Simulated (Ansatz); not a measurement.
# One shape, several levels: CH4BF3Si (SMILES CB[Si](F)(F)F)

We compute a comparison of 4 runs (HF/def2-SVP, B3LYP/6-31G*, B3LYP/def2-SVP, MP2/6-31+G*) of CH4BF3Si. 

Program for the calculation: Ansatz 0.2.0.

4 further runs of the same task are left out: 2 for a known fault of the program, 1 that didn't finish, 1 set aside as unsound or not needed.

**1. The structure to begin with**

The species is CH4BF3Si (10 atoms), meant as a singlet with charge 0. SMILES: `CB[Si](F)(F)F`. The shape is that of a PBE0-D4/def2-TZVP optimisation.

Bond lengths: C1–B2 1.543 Å, B2–Si3 2.010 Å, Si3–F4 1.585 Å, Si3–F5 1.585 Å, Si3–F6 1.585 Å, C1–H7 1.091 Å, C1–H8 1.091 Å, C1–H9 1.108 Å, B2–H10 1.198 Å. Some angles: C1–B2–Si3 122.8°, B2–Si3–F4 113.5°, B2–Si3–F5 111.4°, B2–Si3–F6 111.9°, F4–Si3–F5 106.3°, F4–Si3–F6 106.2°, F5–Si3–F6 107.1°, C1–B2–H10 120.1°, Si3–B2–H10 117.0°, B2–C1–H7 116.3°.

**2. Energy and gradient at HF/def2-SVP (run 1)**

Contents of job.yaml:

```yaml
crystal:
  periodic: [false, false, false]
  atoms:
    - symbol: C
      position_ang: [0.276100, -1.433100, 0.615600]
    - symbol: B
      position_ang: [0.731600, -0.041900, 0.127700]
    - symbol: Si
      position_ang: [-0.529600, 1.289700, -0.693500]
    - symbol: F
      position_ang: [-2.012300, 0.748500, -0.843100]
    - symbol: F
      position_ang: [-0.060600, 1.709100, -2.148100]
    - symbol: F
      position_ang: [-0.628300, 2.617200, 0.166500]
    - symbol: H
      position_ang: [-0.627000, -1.835400, 0.155000]
    - symbol: H
      position_ang: [1.062500, -2.188800, 0.655800]
    - symbol: H
      position_ang: [0.007900, -1.230100, 1.670900]
    - symbol: H
      position_ang: [1.862800, 0.313600, 0.296200]
basis:
  gaussian:
    orbitals: def2-SVP
output: {forces: true, orbitals: {seedname: orbitals}}
hamiltonian:
  xc: hf
accuracy: high
```

Run with:

```bash
$ ansatz run job.yaml --threads 1 --pin off --max-ram 2610MiB --events-out events.jsonl --progress --plain --runs-dir runs
```

What it wrote (excerpt; [...] marks lines left out):

```text
Warning: RAYON_NUM_THREADS=1 ignored (pool sized by the plan → 1); use --threads N
Functional definition: HF
  name "HF"
[...]
2402 factors; integrals over basis functions are off by at most 1.3e-8 eV
[...]
mean field -17739.91682740 eV, -651.9299188595 hartree, gradient 8.6e-8 eV, S^2 0.000000; 0 other end points of the search recorded, 0 dependent functions left out
[...]
reference -17739.91682740 eV, -651.9299188595 hartree; 28, 28 occupied and 80, 80 virtual orbitals, 2402 factors
Total energy: -17739.91682740 eV, -651.9299188595 hartree
Atom 0 at     0.276100    -1.433100     0.615600 Å, force    -0.211342    -0.545588     0.454284 eV/Å
Atom 1 at     0.731600    -0.041900     0.127700 Å, force     0.187975     0.391349    -0.190512 eV/Å
Atom 2 at    -0.529600     1.289700    -0.693500 Å, force     0.260867    -0.251321     0.156400 eV/Å
Atom 3 at    -2.012300     0.748500    -0.843100 Å, force    -0.389869    -0.113443    -0.051386 eV/Å
Atom 4 at    -0.060600     1.709100    -2.148100 Å, force     0.090110     0.142128    -0.379501 eV/Å
Atom 5 at    -0.628300     2.617200     0.166500 Å, force    -0.049796     0.363879     0.193050 eV/Å
Atom 6 at    -0.627000    -1.835400     0.155000 Å, force     0.061048    -0.011307    -0.045062 eV/Å
Atom 7 at     1.062500    -2.188800     0.655800 Å, force    -0.039353     0.017845    -0.078118 eV/Å
Atom 8 at     0.007900    -1.230100     1.670900 Å, force     0.017616    -0.021909    -0.070667 eV/Å
Atom 9 at     1.862800     0.313600     0.296200 Å, force     0.072744     0.028366     0.011513 eV/Å
Dipole moment:     0.292493    -0.484542     0.292592 e Å
```

It took 16 s on 1 thread of Intel Xeon at 2.50GHz (Skylake/Cascade Lake), shared host; peak memory 0.37 GiB.

**3. Energy and forces at B3LYP/6-31G(d) (spherical functions) (run 2)**

Contents of in.yaml:

```yaml
basis:
  gaussian:
    orbitals: 6-31G_st_-spherical.json
crystal:
  periodic: [false, false, false]
  atoms:
    - {symbol: C, position_ang: [0.276100, -1.433100, 0.615600]}
    - {symbol: B, position_ang: [0.731600, -0.041900, 0.127700]}
    - {symbol: Si, position_ang: [-0.529600, 1.289700, -0.693500]}
    - {symbol: F, position_ang: [-2.012300, 0.748500, -0.843100]}
    - {symbol: F, position_ang: [-0.060600, 1.709100, -2.148100]}
    - {symbol: F, position_ang: [-0.628300, 2.617200, 0.166500]}
    - {symbol: H, position_ang: [-0.627000, -1.835400, 0.155000]}
    - {symbol: H, position_ang: [1.062500, -2.188800, 0.655800]}
    - {symbol: H, position_ang: [0.007900, -1.230100, 1.670900]}
    - {symbol: H, position_ang: [1.862800, 0.313600, 0.296200]}
hamiltonian:
  xc: {name: B3LYP}
accuracy: high
output: {forces: true, orbitals: {seedname: orbitals}}
```

The basis set 6-31G* is read from a file made from the Basis Set Exchange's data (not shown).

Run with:

```bash
$ ansatz run in.yaml --threads 1 --pin off --max-ram 2610MiB --events-out events.jsonl --progress --plain --runs-dir runs
```

What it wrote (excerpt; [...] marks lines left out):

```text
Warning: RAYON_NUM_THREADS=1 ignored (pool sized by the plan → 1); use --threads N
Functional definition: B3LYP
  name "B3LYP"
[...]
2216 factors; integrals over basis functions are off by at most 1.2e-8 eV
[...]
mean field -17811.32197115 eV, -654.5540094921 hartree, gradient 2.5e-8 eV, S^2 0.000000; 0 other end points of the search recorded, 0 dependent functions left out
[...]
reference -17811.32201231 eV, -654.5540110047 hartree; 28, 28 occupied and 68, 68 virtual orbitals, 2216 factors
Total energy: -17811.32201231 eV, -654.5540110047 hartree
Atom 0 at     0.276100    -1.433100     0.615600 Å, force    -0.022581    -0.078110     0.114490 eV/Å
Atom 1 at     0.731600    -0.041900     0.127700 Å, force     0.125286     0.192866    -0.101362 eV/Å
Atom 2 at    -0.529600     1.289700    -0.693500 Å, force     0.472625    -0.458124     0.285775 eV/Å
Atom 3 at    -2.012300     0.748500    -0.843100 Å, force    -0.704850    -0.300156    -0.056699 eV/Å
Atom 4 at    -0.060600     1.709100    -2.148100 Å, force     0.239936     0.196798    -0.707585 eV/Å
Atom 5 at    -0.628300     2.617200     0.166500 Å, force    -0.040434     0.644282     0.435242 eV/Å
Atom 6 at    -0.627000    -1.835400     0.155000 Å, force    -0.093413    -0.065239    -0.060908 eV/Å
Atom 7 at     1.062500    -2.188800     0.655800 Å, force     0.070507    -0.107659    -0.015696 eV/Å
Atom 8 at     0.007900    -1.230100     1.670900 Å, force    -0.031319    -0.018342     0.101761 eV/Å
Atom 9 at     1.862800     0.313600     0.296200 Å, force    -0.015757    -0.006318     0.004980 eV/Å
Dipole moment:     0.238004    -0.464130     0.284236 e Å
```

Wall time 35 s (1 thread of Intel Xeon at 2.50GHz (Skylake/Cascade Lake), shared host); peak memory 0.38 GiB.

Run 3 isn't shown in full; the table further down has it.

**4. Energy and forces at MP2/6-31+G(d) (spherical functions) (run 4)**

Contents of run.yaml:

```yaml
crystal:
  periodic: [false, false, false]
  atoms:
    - symbol: C
      position_ang: [0.276100, -1.433100, 0.615600]
    - symbol: B
      position_ang: [0.731600, -0.041900, 0.127700]
    - symbol: Si
      position_ang: [-0.529600, 1.289700, -0.693500]
    - symbol: F
      position_ang: [-2.012300, 0.748500, -0.843100]
    - symbol: F
      position_ang: [-0.060600, 1.709100, -2.148100]
    - symbol: F
      position_ang: [-0.628300, 2.617200, 0.166500]
    - symbol: H
      position_ang: [-0.627000, -1.835400, 0.155000]
    - symbol: H
      position_ang: [1.062500, -2.188800, 0.655800]
    - symbol: H
      position_ang: [0.007900, -1.230100, 1.670900]
    - symbol: H
      position_ang: [1.862800, 0.313600, 0.296200]
basis:
  gaussian:
    orbitals: 6-31+G_st_-spherical.json
magnetization:
  spin_polarized: false
correlation:
  method: mp2
  frozen_orbitals: {B: 1, C: 1, F: 1, H: 0, Si: 5}
accuracy: high
output: {forces: true, orbitals: {seedname: orbitals}}
```

The basis set 6-31+G* is read from a file made from the Basis Set Exchange's data (not shown).

Run with:

```bash
$ ansatz run run.yaml --threads 1 --pin off --max-ram 2610MiB --events-out events.jsonl --progress --plain --runs-dir runs
```

What it wrote (excerpt; [...] marks lines left out):

```text
Warning: RAYON_NUM_THREADS=1 ignored (pool sized by the plan → 1); use --threads N
[... 2 set-up lines as earlier in the session ...]
[...]
2598 factors; integrals over basis functions are off by at most 3.6e-9 eV
[...]
mean field -17750.45893297 eV, -652.3173340935 hartree, gradient 2.0e-8 eV, S^2 0.000000; 0 other end points of the search recorded, 0 dependent functions left out
10 core orbitals not correlated: weight in the atoms' cores, before any rotation towards them, 1.000 or more for the frozen orbitals, at most 0.000 for the correlated occupied ones
reference -17750.45893297 eV, -652.3173340935 hartree; 18, 18 occupied and 92, 92 virtual orbitals, 2598 factors
second order -21.95820044 eV of doubles, -0.00000000 eV of singles
[...]
Total energy: -17772.41713341 eV, -653.1242830757 hartree
Atom 0 at     0.276100    -1.433100     0.615600 Å, force    -0.117564    -0.218358     0.209942 eV/Å
Atom 1 at     0.731600    -0.041900     0.127700 Å, force     0.228542     0.203153    -0.087982 eV/Å
Atom 2 at    -0.529600     1.289700    -0.693500 Å, force     0.811546    -0.845633     0.524257 eV/Å
Atom 3 at    -2.012300     0.748500    -0.843100 Å, force    -1.236890    -0.495135    -0.105780 eV/Å
Atom 4 at    -0.060600     1.709100    -2.148100 Å, force     0.413772     0.336991    -1.232032 eV/Å
Atom 5 at    -0.628300     2.617200     0.166500 Å, force    -0.072227     1.120342     0.751184 eV/Å
Atom 6 at    -0.627000    -1.835400     0.155000 Å, force    -0.030301    -0.048024    -0.063697 eV/Å
Atom 7 at     1.062500    -2.188800     0.655800 Å, force     0.043519    -0.046641    -0.048195 eV/Å
Atom 8 at     0.007900    -1.230100     1.670900 Å, force    -0.012927     0.005801     0.047216 eV/Å
Atom 9 at     1.862800     0.313600     0.296200 Å, force    -0.027470    -0.012497     0.005087 eV/Å
Dipole moment:     0.274382    -0.478413     0.292472 e Å
```

Wall time 41 s (1 thread of Intel Xeon at 2.50GHz (Skylake/Cascade Lake), shared host); peak memory 0.58 GiB.

**5. The series**

| run | level | frozen core orbitals | energy (Eh) | dipole moment (D) | HOMO energy (eV) | LUMO energy (eV) | wall time |
| --- | --- | --- | --- | --- | --- | --- | --- |
| 1 | HF/def2-SVP | – | -651.929919 | 3.06 | -12.32 | 1.15 | 16 s |
| 2 | B3LYP/6-31G* (spherical functions) | – | -654.554011 | 2.85 | -8.47 | -2.42 | 35 s |
| 3 | B3LYP/def2-SVP | – | -654.199346 | 2.87 | -8.60 | -2.62 | 30 s |
| 4 | MP2/6-31+G* (spherical functions) | 10 | -653.124283 | 3.00 | -12.34 | 0.84 | 41 s |

**6. What came out**

```
                                           quantity          value
                                run 4: total energy  -653.12428 Eh
          run 4: dipole moment (correlated density)         3.00 D
         run 4: HOMO energy (Hartree–Fock orbitals)      -12.34 eV
         run 4: LUMO energy (Hartree–Fock orbitals)        0.84 eV
       run 4: HOMO–LUMO gap (Hartree–Fock orbitals)       13.18 eV
run 4: correlation energy (10 core orbitals frozen)     -806.9 mEh
                    run 4: largest force on an atom     1.351 eV/Å
```

What this shows: The dipole moment (its size) runs from 2.85 D (B3LYP/6-31G*) to 3.06 D (HF/def2-SVP). The two ends differ in method and basis. Over runs 1, 2, 3 the HOMO–LUMO gap runs from 5.98 eV (B3LYP/def2-SVP) to 13.48 eV (HF/def2-SVP). Exact exchange widens orbital gaps. All runs together took 2 min, the longest 41 s.
